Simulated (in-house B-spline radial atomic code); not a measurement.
**V⁹⁺: excited configurations**

How much energy does it take to promote electrons of V⁹⁺ to other shells? Each configuration is solved by itself and compared with the reference.

Method: non-relativistic Hartree-Fock, average of configuration, point nucleus, basis-set limit. Code: in-house B-spline radial atomic code version 1.

## 1. What is computed

- element: vanadium (Z = 23)
- charge: +9
- electrons: 14
- configuration: [Ne] 3s2 3p2
- Hamiltonian: non-relativistic
- nucleus: point

Outer shells as boxes (Hund's rule):

[Ne] 3s2 3p2
```
[Ne] core
3s [↑↓]
3p [↑ ][↑ ][  ]
```

The boxes draw the filling by Hund's rule, which heavy ions in jj coupling don't follow; these runs average over all states of the configuration.

Settings, as recorded:

```ini
Z = 23
electrons = 14.0
configuration = [Ne] 3s2 3p2
hamiltonian = nr
method = hf
spin_polarised = False
```

From the earlier run of the reference: total energy -913.092366 hartree. Levels, eight at most:

| orbital | occupation | energy (eV) | <r> (bohr) |
| --- | --- | --- | --- |
| 1s | 2 | -5697.72 | 0.06698 |
| 2s | 2 | -856.24 | 0.3065 |
| 2p | 6 | -751.74 | 0.2722 |
| 3s | 2 | -253.22 | 0.8483 |
| 3p | 2 | -226.81 | 0.8555 |

## 2. Run with [He] 2s2 2p4 3s2 3p2 4f1 5s1

Settings, as recorded:

```ini
Z = 23
electrons = 14.0
configuration = [He] 2s2 2p4 3s2 3p2 4f1 5s1
hamiltonian = nr
method = hf
spin_polarised = False
```

## 3. Configuration [Ne] 3p2 4s1 4d1

Settings, as recorded:

```ini
Z = 23
electrons = 14.0
configuration = [Ne] 3p2 4s1 4d1
hamiltonian = nr
method = hf
spin_polarised = False
```

## 4. Configuration [Ne] 3s1 3p2 3d1

Settings, as recorded:

```ini
Z = 23
electrons = 14.0
configuration = [Ne] 3s1 3p2 3d1
hamiltonian = nr
method = hf
spin_polarised = False
```

Before running: How far above the reference does each configuration lie (order and size, in eV)?

**Answer**, as computed:

| net move | configuration | energy above the reference (eV) | largest <r> (bohr) |
| --- | --- | --- | --- |
| 3s → 3d | [Ne] 3s1 3p2 3d1 | 69.531 | 0.858 |
| 2×3s → 4d, 4s | [Ne] 3p2 4s1 4d1 | 297.72 | 1.78 |
| 2×2p → 4f, 5s | [He] 2s2 2p4 3s2 3p2 4f1 5s1 | 1388.20 | 2.78 |

What this shows: At the bottom stands 3s → 3d (69.531 eV), at the top 2×2p → 4f, 5s (1388.20 eV). 2 of them lie more than 2 % above the ionisation threshold that Koopmans' theorem gives (226.81 eV), where such states can decay by emitting an electron. Two partly filled shells share a symmetry and can mix in the average, which may lower the energy, for: 2×2p → 4f, 5s. These are averages over configurations, without correlation, not spectroscopic levels.
